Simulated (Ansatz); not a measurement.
**CH3ClGa−: an energy map over bond length C1–Ga2 and bond length C1–H4**

How does the energy of CH₃ClGa, SMILES [CH2-][GaH][Cl], charge −1 change over two coordinates at once? A grid of runs gives the map.

Program: Ansatz 0.2.0. Level of theory: RHF/def2-TZVPD. These are calculated values, not measurements.

### 1 The starting structure

SMILES `[CH2-][GaH][Cl]`, 6 atoms, charge -1, spin multiplicity 1.

Atoms are counted from 1 here; the program's logs count them from 0.

Bond lengths: C1–Ga2 1.835 Å, C1–H4 1.102 Å, C1–H5 1.104 Å, Ga2–Cl3 2.324 Å, Ga2–H6 1.585 Å. Angles: Ga2–C1–H4 123.3°, Ga2–C1–H5 120.9°, H4–C1–H5 115.8°, C1–Ga2–Cl3 119.3°, C1–Ga2–H6 136.8°, Cl3–Ga2–H6 103.9°.

Geometry (Å):

```tsv
atom	x (Å)	y (Å)	z (Å)
C1	-0.2459	-0.6666	-0.8584
Ga2	0.0813	0.6202	0.4076
Cl3	0.9319	-0.0116	2.4757
H4	-0.0552	-1.7398	-0.6945
H5	-0.6474	-0.3967	-1.8508
H6	-0.0646	2.1944	0.5204
```

This geometry comes from a loose relaxation at PBE in a small basis, which is not shown.

### 2 The minimum at this level

The input, input.yaml:

```yaml
crystal:
  periodic: [false, false, false]
  atoms:
    - { symbol: C, position_ang: [-0.245919, -0.666565, -0.858393] }
    - { symbol: Ga, position_ang: [0.08132, 0.620247, 0.40764] }
    - { symbol: Cl, position_ang: [0.931868, -0.011638, 2.475651] }
    - { symbol: H, position_ang: [-0.055215, -1.739814, -0.69451] }
    - { symbol: H, position_ang: [-0.647446, -0.396674, -1.850783] }
    - { symbol: H, position_ang: [-0.064618, 2.194433, 0.520395] }
total_charge: -1
basis:
  gaussian: { orbitals: def2-TZVPD }
hamiltonian:
  xc: hf
output:
  forces: true
relax:
  f_tol: 0.003
  max_steps: 120
```

Launch:

```sh
> ansatz run input.yaml --threads 1 --pin off --max-ram 2560MiB --backend cpu --events-out ev --progress --plain --runs-dir out
```

Output (excerpt; [...] marks lines left out):

```text
Warning: RAYON_NUM_THREADS=1 ignored (pool sized by the plan → 1); use --threads N
[...]
Functional definition: HF
[...]
1239 factors; their error is unknown
[...]
mean field -65917.37254348 eV, -2422.4187605732 hartree, gradient 1.2e-5 eV, S^2 0.000000; 0 other end points of the search recorded, 0 dependent functions left out
[...]
reference -65917.37254348 eV, -2422.4187605732 hartree; 29, 29 occupied and 135, 135 virtual orbitals, 1239 factors
relax step   1: F+E_penalty+E_count = -65917.37254348 eV  Δ(F+E_penalty+E_count) = +0.000e0 eV  max|allowed force component| = 8.237e-1 eV/Å  Δτ_max = 0.0000 Å  (36 SCF iters, accepted)
[...]
relax step   5: F+E_penalty+E_count = -65917.40070564 eV  Δ(F+E_penalty+E_count) = -6.855e-5 eV  max|allowed force component| = 3.758e-2 eV/Å  Δτ_max = 0.0103 Å  (35 SCF iters, accepted)
[...]
relax step   6: F+E_penalty+E_count = -65917.40077642 eV  Δ(F+E_penalty+E_count) = -7.078e-5 eV  max|allowed force component| = 2.587e-3 eV/Å  Δτ_max = 0.0045 Å  (35 SCF iters, accepted)
1239 factors; their error is unknown
[...]
mean field -65917.40077642 eV, -2422.4197981145 hartree, gradient 1.9e-5 eV, S^2 0.000000; 1 other end points of the search recorded, 0 dependent functions left out
[...]
reference -65917.40077642 eV, -2422.4197981145 hartree; 29, 29 occupied and 135, 135 virtual orbitals, 1239 factors
Total energy: -65917.40077642 eV, -2422.4197981145 hartree
Atom 0 at    -0.243404    -0.665333    -0.856798 Å, force     0.000955     0.001091     0.002587 eV/Å
Atom 1 at     0.091140     0.597866     0.430476 Å, force    -0.000160    -0.000022    -0.000133 eV/Å
Atom 2 at     0.931654     0.004489     2.480328 Å, force    -0.000354     0.000140    -0.000974 eV/Å
Atom 3 at    -0.069471    -1.721331    -0.726305 Å, force    -0.000085    -0.000285    -0.000205 eV/Å
Atom 4 at    -0.639012    -0.393883    -1.824130 Å, force    -0.000562    -0.000240    -0.001531 eV/Å
Atom 5 at    -0.070919     2.178180     0.496428 Å, force     0.000206    -0.000684     0.000256 eV/Å
Dipole moment:     0.045094     0.349536     0.229778 e Å
```

Run time: 35 s. Hardware: 1 thread of Arm Neoverse V2, shared host; peak memory 0.37 GiB.

Along the way:

```tsv
step	energy from step 1 (eV)	largest force component (eV/Å)
1	0.0000	0.8237
2	-0.0261	0.1827
3	-0.0275	0.0464
4	-0.0281	0.0207
5	-0.0282	0.0376
6	-0.0282	0.0026
```

Close pairs (by a distance rule), those that changed most:

```tsv
bond	before (Å)	after (Å)	change (Å)
Ga2–Cl3	2.324	2.294	-0.030
C1–H5	1.104	1.080	-0.024
C1–H4	1.102	1.078	-0.024
Ga2–H6	1.585	1.590	+0.005
C1–Ga2	1.835	1.834	-0.000
```

### 3 Setting up the map

First coordinate, bond length C1–Ga2: 15 values from 1.504 to 2.751 Å. Second coordinate, bond length C1–H4: 15 values from 0.906 to 1.402 Å.

Nothing else is relaxed (all other coordinates rigid). Energies count from the relaxed molecule at the same level. Points are written as (first, second).

Below, 3 of the grid's runs; all are launched alike.

### 4 Point (2.573 Å, 0.941 Å)

The input, input.yaml:

```yaml
crystal:
  periodic: [false, false, false]
  atoms:
    - { symbol: C, position_ang: [-0.243404, -0.665333, -0.856798] }
    - { symbol: Ga, position_ang: [0.225866, 1.106573, 0.948878] }
    - { symbol: Cl, position_ang: [1.06638, 0.513196, 2.998731] }
    - { symbol: H, position_ang: [-0.091597, -1.586996, -0.742905] }
    - { symbol: H, position_ang: [-0.639012, -0.393883, -1.82413] }
    - { symbol: H, position_ang: [0.063807, 2.686887, 1.01483] }
total_charge: -1
basis:
  gaussian: { orbitals: def2-TZVPD }
hamiltonian:
  xc: hf
output:
  forces: true
```

Launch:

```sh
> ansatz run input.yaml --threads 1 --pin off --max-ram 2560MiB --backend cpu --events-out ev --progress --plain --runs-dir out
```

Output (excerpt; [...] marks lines left out):

```text
Warning: RAYON_NUM_THREADS=1 ignored (pool sized by the plan → 1); use --threads N
[...]
[... 1 set-up line as earlier in the session ...]
[...]
1239 factors; their error is unknown
[...]
mean field -65914.02288372 eV, -2422.2956628472 hartree, gradient 1.7e-5 eV, S^2 0.000000; 0 other end points of the search recorded, 0 dependent functions left out
[...]
reference -65914.02288372 eV, -2422.2956628472 hartree; 29, 29 occupied and 135, 135 virtual orbitals, 1239 factors
Total energy: -65914.02288372 eV, -2422.2956628472 hartree
Atom 0 at    -0.243404    -0.665333    -0.856798 Å, force    -0.818124     9.519634     0.820584 eV/Å
Atom 1 at     0.225866     1.106573     0.948878 Å, force    -0.659852    -3.363365    -2.814305 eV/Å
Atom 2 at     1.066380     0.513196     2.998731 Å, force    -0.145135     0.095215    -0.356070 eV/Å
Atom 3 at    -0.091597    -1.586996    -0.742905 Å, force     1.608930    -7.156181     2.028013 eV/Å
Atom 4 at    -0.639012    -0.393883    -1.824130 Å, force     0.044841     0.927260     0.410119 eV/Å
Atom 5 at     0.063807     2.686887     1.014830 Å, force    -0.030659    -0.022564    -0.088341 eV/Å
Dipole moment:     0.188230     0.773899     0.744197 e Å
```

It took 5.6 s on 1 thread of Arm Neoverse V2, shared host; peak memory 0.35 GiB.

Energy on the map's scale: 326 kJ/mol.

### 5 The run at (1.950 Å, 1.260 Å)

The input, input.yaml:

```yaml
crystal:
  periodic: [false, false, false]
  atoms:
    - { symbol: C, position_ang: [-0.243404, -0.665333, -0.856798] }
    - { symbol: Ga, position_ang: [0.112242, 0.677542, 0.51167] }
    - { symbol: Cl, position_ang: [0.952756, 0.084165, 2.561523] }
    - { symbol: H, position_ang: [-0.040134, -1.899441, -0.704295] }
    - { symbol: H, position_ang: [-0.639012, -0.393883, -1.82413] }
    - { symbol: H, position_ang: [-0.049818, 2.257856, 0.577622] }
total_charge: -1
basis:
  gaussian: { orbitals: def2-TZVPD }
hamiltonian:
  xc: hf
output:
  forces: true
```

Launch:

```sh
> ansatz run input.yaml --threads 1 --pin off --max-ram 2560MiB --backend cpu --events-out ev --progress --plain --runs-dir out
```

Output (excerpt; [...] marks lines left out):

```text
Warning: RAYON_NUM_THREADS=1 ignored (pool sized by the plan → 1); use --threads N
[...]
[... 1 set-up line as earlier in the session ...]
[...]
1239 factors; their error is unknown
[...]
mean field -65916.80683718 eV, -2422.3979712500 hartree, gradient 1.1e-5 eV, S^2 0.000000; 0 other end points of the search recorded, 0 dependent functions left out
[...]
reference -65916.80683718 eV, -2422.3979712500 hartree; 29, 29 occupied and 135, 135 virtual orbitals, 1239 factors
Total energy: -65916.80683718 eV, -2422.3979712500 hartree
Atom 0 at    -0.243404    -0.665333    -0.856798 Å, force     1.028742    -2.111318     2.072412 eV/Å
Atom 1 at     0.112242     0.677542     0.511670 Å, force    -0.343588    -1.740881    -1.461413 eV/Å
Atom 2 at     0.952756     0.084165     2.561523 Å, force    -0.051407     0.024004    -0.129291 eV/Å
Atom 3 at    -0.040134    -1.899441    -0.704295 Å, force    -0.646573     4.012635    -0.457715 eV/Å
Atom 4 at    -0.639012    -0.393883    -1.824130 Å, force     0.028409    -0.119923     0.037795 eV/Å
Atom 5 at    -0.049818     2.257856     0.577622 Å, force    -0.015583    -0.064518    -0.061788 eV/Å
Dipole moment:     0.067697     0.478512     0.330493 e Å
```

It took 4.8 s on 1 thread of Arm Neoverse V2, shared host; peak memory 0.36 GiB.

That is 57 kJ/mol from the zero.

### 6 Grid point (1.861 Å, 1.083 Å)

The input, input.yaml:

```yaml
crystal:
  periodic: [false, false, false]
  atoms:
    - { symbol: C, position_ang: [-0.243404, -0.665333, -0.856798] }
    - { symbol: Ga, position_ang: [0.096009, 0.616252, 0.449211] }
    - { symbol: Cl, position_ang: [0.936524, 0.022875, 2.499064] }
    - { symbol: H, position_ang: [-0.068689, -1.726078, -0.725718] }
    - { symbol: H, position_ang: [-0.639012, -0.393883, -1.82413] }
    - { symbol: H, position_ang: [-0.06605, 2.196565, 0.515164] }
total_charge: -1
basis:
  gaussian: { orbitals: def2-TZVPD }
hamiltonian:
  xc: hf
output:
  forces: true
```

Launch:

```sh
> ansatz run input.yaml --threads 1 --pin off --max-ram 2560MiB --backend cpu --events-out ev --progress --plain --runs-dir out
```

Output (excerpt; [...] marks lines left out):

```text
Warning: RAYON_NUM_THREADS=1 ignored (pool sized by the plan → 1); use --threads N
[...]
[... 1 set-up line as earlier in the session ...]
[...]
1239 factors; their error is unknown
[...]
mean field -65917.39116694 eV, -2422.4194449726 hartree, gradient 1.2e-5 eV, S^2 0.000000; 0 other end points of the search recorded, 0 dependent functions left out
[...]
reference -65917.39116694 eV, -2422.4194449726 hartree; 29, 29 occupied and 135, 135 virtual orbitals, 1239 factors
Total energy: -65917.39116694 eV, -2422.4194449726 hartree
Atom 0 at    -0.243404    -0.665333    -0.856798 Å, force     0.138004     0.269388     0.451591 eV/Å
Atom 1 at     0.096009     0.616252     0.449211 Å, force    -0.107766    -0.460245    -0.431173 eV/Å
Atom 2 at     0.936524     0.022875     2.499064 Å, force    -0.009961     0.003105    -0.025599 eV/Å
Atom 3 at    -0.068689    -1.726078    -0.725718 Å, force    -0.019661     0.181571     0.004914 eV/Å
Atom 4 at    -0.639012    -0.393883    -1.824130 Å, force     0.001785     0.018788     0.010686 eV/Å
Atom 5 at    -0.066050     2.196565     0.515164 Å, force    -0.002400    -0.012606    -0.010419 eV/Å
Dipole moment:     0.050849     0.366772     0.250512 e Å
```

Run time: 4 s. Hardware: 1 thread of Arm Neoverse V2, shared host; peak memory 0.36 GiB.

Energy on the map's scale: 0.9 kJ/mol.

### 7 Energy over the grid

225 points were computed. Energies in kJ/mol, from the relaxed molecule at the same level:

```tsv
bond length C1–H4 (Å) ↓, bond length C1–Ga2 (Å) →	1.504	1.593	1.682	1.771	1.861	1.950	2.039	2.128	2.217	2.306	2.395	2.484	2.573	2.662	2.751
1.402	335	211	142	111	107	121	148	183	223	265	308	352	394	434	471
1.366	318	194	125	94	90	104	131	165	205	247	291	334	376	416	453
1.331	302	178	109	78	73	88	114	149	189	231	274	317	359	399	436
1.295	287	163	93	62	58	72	98	133	172	215	258	301	343	383	420
1.260	273	148	79	48	43	57	84	118	158	200	243	286	328	368	405
1.224	260	135	66	34	30	44	70	105	144	186	230	273	314	354	391
1.189	249	124	55	23	19	33	59	93	133	175	218	261	303	342	379
1.154	240	116	46	14	10	24	50	84	124	166	209	252	293	333	370
1.118	234	110	40	8	4	17	44	78	117	159	202	245	287	326	363
1.083	232	107	37	6	1	15	41	75	114	156	199	242	284	323	360
1.047	234	109	39	7	3	16	43	77	116	158	201	243	285	324	361
1.012	241	116	46	15	10	23	49	84	123	165	207	250	291	331	368
0.976	255	130	60	28	23	37	63	97	136	178	221	264	305	344	381
0.941	276	151	81	50	45	58	84	118	157	199	242	285	326	365	402
0.906	307	182	112	80	75	89	115	149	188	230	273	315	356	396	432
```

On the same grid, largest force on an atom (eV/Å):

| bond length C1–H4 (Å) ↓, bond length C1–Ga2 (Å) → | 1.504 | 1.593 | 1.682 | 1.771 | 1.861 | 1.950 | 2.039 | 2.128 | 2.217 | 2.306 | 2.395 | 2.484 | 2.573 | 2.662 | 2.751 |
| --- | --- | --- | --- | --- | --- | --- | --- | --- | --- | --- | --- | --- | --- | --- | --- |
| 1.402 | 20.6 | 13.5 | 8.6 | 5.6 | 5.1 | 5.1 | 5.1 | 5.1 | 5.1 | 5.1 | 5.1 | 5.2 | 5.2 | 5.2 | 5.2 |
| 1.366 | 20.6 | 13.4 | 8.6 | 5.6 | 4.9 | 4.9 | 4.9 | 5.0 | 5.0 | 5.0 | 5.0 | 5.0 | 5.0 | 5.1 | 5.1 |
| 1.331 | 20.5 | 13.3 | 8.5 | 5.4 | 4.7 | 4.7 | 4.8 | 4.8 | 4.8 | 4.8 | 4.8 | 4.8 | 4.9 | 4.9 | 4.9 |
| 1.295 | 20.4 | 13.2 | 8.3 | 5.2 | 4.4 | 4.5 | 4.5 | 4.5 | 4.5 | 4.6 | 4.6 | 4.6 | 4.6 | 4.6 | 4.7 |
| 1.260 | 20.2 | 12.9 | 8.0 | 5.0 | 4.1 | 4.1 | 4.1 | 4.1 | 4.4 | 4.6 | 4.6 | 4.6 | 4.4 | 4.3 | 4.3 |
| 1.224 | 19.9 | 12.6 | 7.7 | 4.6 | 3.6 | 3.6 | 3.6 | 4.1 | 4.4 | 4.6 | 4.6 | 4.6 | 4.4 | 4.2 | 4.0 |
| 1.189 | 19.5 | 12.3 | 7.3 | 4.1 | 3.0 | 3.0 | 3.4 | 4.1 | 4.4 | 4.6 | 4.7 | 4.6 | 4.4 | 4.2 | 4.0 |
| 1.154 | 19.1 | 11.8 | 6.8 | 3.5 | 2.3 | 2.3 | 3.4 | 4.1 | 4.4 | 4.6 | 4.7 | 4.6 | 4.4 | 4.2 | 4.0 |
| 1.118 | 18.5 | 11.2 | 6.1 | 2.7 | 1.3 | 2.3 | 3.4 | 4.1 | 4.4 | 4.6 | 4.7 | 4.6 | 4.4 | 4.2 | 4.0 |
| 1.083 | 18.0 | 10.6 | 5.4 | 1.9 | 0.6 | 2.3 | 3.4 | 4.1 | 4.4 | 4.6 | 4.7 | 4.6 | 4.4 | 4.2 | 4.0 |
| 1.047 | 18.0 | 10.6 | 5.4 | 1.8 | 1.6 | 3.0 | 4.0 | 4.5 | 4.8 | 4.8 | 4.7 | 4.6 | 4.4 | 4.2 | 4.0 |
| 1.012 | 18.0 | 10.6 | 5.4 | 3.0 | 3.2 | 4.5 | 5.3 | 5.8 | 6.1 | 6.1 | 6.0 | 5.7 | 5.3 | 4.8 | 4.3 |
| 0.976 | 18.0 | 10.6 | 5.4 | 5.1 | 5.3 | 6.4 | 7.2 | 7.7 | 7.9 | 7.9 | 7.8 | 7.6 | 7.2 | 6.8 | 6.3 |
| 0.941 | 17.9 | 10.6 | 7.6 | 7.6 | 7.8 | 8.8 | 9.6 | 10.0 | 10.2 | 10.3 | 10.1 | 9.9 | 9.6 | 9.2 | 8.8 |
| 0.906 | 17.9 | 10.6 | 10.6 | 10.6 | 10.8 | 11.8 | 12.5 | 12.9 | 13.2 | 13.2 | 13.1 | 12.9 | 12.6 | 12.2 | 11.8 |

### 8 Summary of results

```
                       quantity                                                                             value
                   lowest point                                                    (1.861 Å, 1.083 Å), 0.9 kJ/mol
         highest computed point                                   (2.751 Å, 1.402 Å), 470 kJ/mol above the lowest
largest force on an atom (eV/Å)  0.6 at (1.861 Å, 1.083 Å) to 20.6 at (1.504 Å, 1.402 Å); 0.6 at the lowest point
        time for the whole task                                                   21 min on 1 thread, shared host
```

What this shows: The lowest computed point is at (1.861 Å, 1.083 Å), 0.9 kJ/mol from the relaxed molecule at the same level. The grid shows no well of another kind. The highest computed point, (2.751 Å, 1.402 Å), lies 470 kJ/mol above the lowest. Round the minimum the two coordinates are nearly uncoupled.
